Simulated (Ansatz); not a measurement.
# C2H5BGaN: one species, many methods

One table from this session's results is given with a row withheld; the runs are named, their logs left out.

The runs use Ansatz 0.2.0, Gaussian basis; functionals in def2-TZVPP, the program's frozen cores in correlated methods.

Plan: LDA (SPW92), PBE-D4, revPBE-D4, BLYP-D4, r2SCAN-D4, B97M-V, PBE0-D4, B3LYP-D4, r2SCANh-D4, r2SCAN0-D4, HSE06-D4, BHLYP-D4, CAM-B3LYP-D4, LC-ωPBE, ωB97X-V, ωB97M-V, B2PLYP, PBE-QIDH; CCSD(T)/def2-SVP; CCSD(T)/def2-TZVPP; MP2/def2-QZVPP; extrapolation to the limit; RPA on PBE.

**Structure used throughout**

An earlier PBE0-D4 in a triple-zeta def2 set relaxation fixed the geometry.

SMILES `N#CC[BH][GaH2]`, 10 atoms, charge 0, spin multiplicity 1.

Atoms are counted from 1 here; the program's logs count them from 0.

Bond lengths: N1–C2 1.151 Å, C2–C3 1.449 Å, C3–B4 1.578 Å, C3–H6 1.098 Å, C3–H7 1.098 Å, B4–Ga5 2.082 Å, B4–H8 1.200 Å, Ga5–H9 1.572 Å, Ga5–H10 1.572 Å. Angles: N1–C2–C3 176.0°, C2–C3–B4 114.5°, C2–C3–H6 110.0°, C2–C3–H7 110.0°, B4–C3–H6 108.7°, B4–C3–H7 108.5°, H6–C3–H7 104.7°, C3–B4–Ga5 122.7°, C3–B4–H8 114.3°, Ga5–B4–H8 123.0°, B4–Ga5–H9 121.4°, B4–Ga5–H10 121.4°, H9–Ga5–H10 117.2°.

Geometry (Å):

```
atom     x (Å)     y (Å)     z (Å)
  N1   0.69240  -0.03352   2.49313
  C2   0.59022  -0.60059   1.49695
  C3   0.42445  -1.22868   0.20195
  B4  -0.16828  -0.28333  -0.91412
 Ga5  -0.66502   1.70665  -0.55702
  H6  -0.22047  -2.11303   0.29336
  H7   1.38777  -1.62238  -0.14977
  H8  -0.30670  -0.80932  -1.98371
  H9  -2.11012   2.12123  -0.09775
 H10   0.37576   2.86297  -0.78300
```

The first run:

Contents of in.yaml:

```yaml
crystal:
  periodic: [false, false, false]
  atoms:
    - {symbol: N, position_ang: [0.692397, -0.033522, 2.493125]}
    - {symbol: C, position_ang: [0.590222, -0.600589, 1.496948]}
    - {symbol: C, position_ang: [0.424448, -1.228679, 0.201947]}
    - {symbol: B, position_ang: [-0.168285, -0.283331, -0.914124]}
    - {symbol: Ga, position_ang: [-0.665015, 1.706654, -0.557018]}
    - {symbol: H, position_ang: [-0.220474, -2.113032, 0.293363]}
    - {symbol: H, position_ang: [1.387770, -1.622385, -0.149768]}
    - {symbol: H, position_ang: [-0.306696, -0.809320, -1.983715]}
    - {symbol: H, position_ang: [-2.110118, 2.121232, -0.097755]}
    - {symbol: H, position_ang: [0.375761, 2.862973, -0.783001]}
basis:
  gaussian: {orbitals: def2-TZVPP}
hamiltonian: {xc: lda}
output: {orbitals: {seedname: orbitals}}
```

Launch:

```console
$ ansatz run in.yaml --threads 4 --pin off --events-out ev --progress --plain --max-ram 10444MiB
```

Among the steps run: LDA; PBE-D4 (GGA); revPBE-D4 (GGA); BLYP-D4 (GGA); r2SCAN-D4 (meta-GGA); B97M-V (meta-GGA); PBE0-D4 (hybrid); B3LYP-D4 (hybrid); r2SCANh-D4 (hybrid); r2SCAN0-D4 (hybrid); HSE06-D4 (hybrid); BHLYP-D4 (hybrid); CAM-B3LYP-D4 (range-separated); LC-ωPBE (range-separated); ωB97X-V (range-separated); ωB97M-V (range-separated); B2PLYP (double hybrid); PBE-QIDH (double hybrid).

One table of the session follows, with a row left open; its other results are not shown here.

It belongs to the step «Frontier levels by functional». 

| functional | HOMO (eV) | LUMO (eV) | gap (eV) |
| --- | --- | --- | --- |
| LDA (SPW92) | -6.72 | -3.54 | 3.18 |
| PBE-D4 | -6.62 | -3.29 | 3.33 |
| revPBE-D4 | -6.57 | -3.18 | 3.39 |
| BLYP-D4 | -6.51 | -3.12 | 3.39 |
| r2SCAN-D4 | -6.88 | -2.98 | 3.91 |
| B97M-V | -6.93 | -3.03 | 3.90 |
| PBE0-D4 | -7.78 | -2.33 | 5.45 |
| B3LYP-D4 | -7.59 | -2.52 | 5.07 |
| r2SCANh-D4 | -7.31 | -2.64 | 4.66 |
| r2SCAN0-D4 | -7.95 | -2.15 | 5.80 |
| HSE06-D4 | -7.38 | -2.71 | 4.67 |
| BHLYP-D4 | -8.87 | -1.27 | 7.60 |
| CAM-B3LYP-D4 | ? | ? | ? |
| LC-ωPBE | -10.46 | -0.01 | 10.46 |
| ωB97X-V | -10.11 | -0.13 | 9.98 |
| ωB97M-V | -9.92 | -0.36 | 9.57 |

**Question.** Estimate the row for CAM-B3LYP-D4.

The run gave: HOMO (eV): -9.12; LUMO (eV): -1.19; gap (eV): 7.93. In the column «HOMO (eV)» it lies between ωB97M-V (-9.92) and BHLYP-D4 (-8.87).
